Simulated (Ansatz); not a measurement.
# Ge2: harmonic frequencies at the relaxed geometry, by script

A script is to give harmonic frequencies at the relaxed geometry; the system is Ge2.

Program: Ansatz 0.2.0, driven from Python. Level of theory: PBE/def2-SVP. These are calculated values, not measurements.

## 1. Starting point

Bond lengths: Ge1–Ge2 2.320 Å.

No structure file is read: the coordinates are typed or built in the script.

## 2. The code

Input file freq_ge2.py:

```python
import itertools

import ansatz as az
from ase import Atoms
from ase.data import atomic_numbers, covalent_radii
import numpy as np

atoms = Atoms(["Ge", "Ge"], positions=[
    [0.0, 0.0, 0.0],
    [0.0, 0.0, 2.32],
])
ge2 = az.Crystal.molecule_from_ase(atoms)

calc = ge2.calculation()
calc = calc.basis(gaussian="def2-SVP").functional("pbe")
calc = calc.spin("collinear", total=2)
symbols = [site.symbol for site in ge2.cartesian_sites]
start = np.array([site.position_ang for site in ge2.cartesian_sites], dtype=float)
data = calc.relax(force_tolerance=0.003, max_steps=100).run().report
end = np.array(data["positions_ang"])

radius = [covalent_radii[atomic_numbers[s]] for s in symbols]
span = lambda where, i, j: np.linalg.norm(where[i] - where[j])
bonded = [(i, j) for i, j in itertools.combinations(range(len(symbols)), 2) if min(span(start, i, j), span(end, i, j)) < 1.2 * (radius[i] + radius[j])]
print("pair        before    after (A)")
for i, j in bonded:
    print(f"{symbols[i]}{i}-{symbols[j]}{j}".ljust(10), f"{span(start, i, j):8.4f} {span(end, i, j):8.4f}")

minimum = az.Crystal.molecule()
for symbol, place in zip(symbols, end):
    minimum = minimum.atom(symbol, place.tolist())
vibrating = (
    minimum.calculation()
    .basis(gaussian="def2-SVP")
    .functional("pbe")
    .spin("collinear", total=2)
    .phonons(temperatures=(200, 600, 100))
)
vib = vibrating.run().report["vibrations"]
sums = vib["harmonic_sums"]
modes = [m["omega_inv_cm"] for m in sums["modes_at_gamma"] if m["rigid_motion"] == "no"]
print("frequencies (1/cm):", " ".join(f"{w:.0f}" for w in modes))
print("imaginary modes:", sum(w < 0 for w in modes), " zero-point energy:", round(sums["zero_point_energy_ev"], 4), "eV")
print("T (K)   F_vib (eV)   S_vib (meV/K)   C_vib (meV/K)")
for row in zip(sums["temperatures_k"], sums["vibrational_free_energy_ev"], vib["entropy_ev_per_k"], vib["heat_capacity_ev_per_k"]):
    print(f"{row[0]:6.1f} {row[1]:11.4f} {1000 * row[2]:13.4f} {1000 * row[3]:15.4f}")
```

## 3. The input behind the calls

The engine receives this input (first run):

```yaml
crystal:
  periodic: [false, false, false]
  atoms:
    - { symbol: Ge, position_ang: [0.0, 0.0, 0.0] }
    - { symbol: Ge, position_ang: [0.0, 0.0, 2.32] }
basis:
  gaussian:
    orbitals: def2-SVP
hamiltonian:
  xc: pbe
magnetization:
  spin_polarized: true
  initial_magnetization: 2.0
relax:
  f_tol: 0.003
  max_steps: 100
```

## 4. Launch

On the command line:

```sh
> python freq_ge2.py
```

Without the output at hand: what should come out? Wanted: moves of the relaxation of run 1; energy gained in run 1; last largest force component of run 1; highest frequency; imaginary modes; zero-point energy.

**Answer**, as computed:

```
                             quantity        value
                        runs compared            2
     moves of the relaxation of run 1            1
               energy gained in run 1     0.062 eV
last largest force component of run 1  0.0005 eV/Å
                    highest frequency     278 cm⁻¹
                      imaginary modes            0
                    zero-point energy     0.017 eV
```

In words: Run 1: After 1 move the largest shift is 0.052 Å. The one frequency is real, so the geometry is a minimum. The values are harmonic; measured fundamentals also hold anharmonic shifts, mostly downward for stretches. What to keep in mind:
- The frequencies are harmonic and unscaled, in a modest basis.
- The run takes the species as open-shell (spin multiplicity 3), which needn't be its ground state.
- The spin state was assumed, and another may lie lower.
